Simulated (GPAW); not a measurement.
Runs of GPAW 26.7.0 on PmSe. Symmetry: F-43m, No. 216, cubic system. The conventional cell has a = 6.446 Å, b = 6.446 Å, c = 6.446 Å, α = 90.00°, β = 90.00°, γ = 90.00°. Pm (site symmetry -43m) has 4 Se at 2.79 Å as nearest neighbours. Around Se (site symmetry -43m) lie 4 Pm at 2.79 Å. The cell comes from a database or a generator and needn't be the stable form of this composition.

| spin | U | fixed moment (μB) | gap on the mesh (eV) | pressure (GPa) | moment (μB) |
| --- | --- | --- | --- | --- | --- |
| collinear, random start | Pm f U = 4 eV | - | none | 2.7 | 4.95 |
| collinear, zero start | Pm f U = 4 eV | 0.0 | - | -0.2 | 0.00 |
| collinear, ferromagnetic start | Pm f U = 4 eV | - | none | 2.7 | 4.95 |
| collinear, ferromagnetic start | Pm f U = 6 eV | 3.0 | - | (a) | 3.00 |

Alike in all rows: task single point; level LDA+U; potentials or basis the program's PAW data sets (release 1.2.1) made for this functional, pw; cell as given; k mesh 5 × 5 × 5; cutoff (eV) 800; smearing gaussian 0.05 eV.

Question: Fill in the values left out.

Answer: (a) 0.5.

Caveats: one-centre terms of the f shell are cut off; the magnetic or orbital state may not be the lowest; spin-orbit coupling is left out, which moves the levels of the heavy elements; the total moment is fixed, so each spin has its own Fermi level (some runs); the run has no moments, though such compounds are often magnetic (some runs); a magnetic state may lie lower (some runs).

A k mesh can miss the band edges, and the runs leave out spin-orbit coupling on Pm, Se.

A gap of «none» marks a metal or a gap under the smearing width.

Runs at the PBE level aren't shown here.
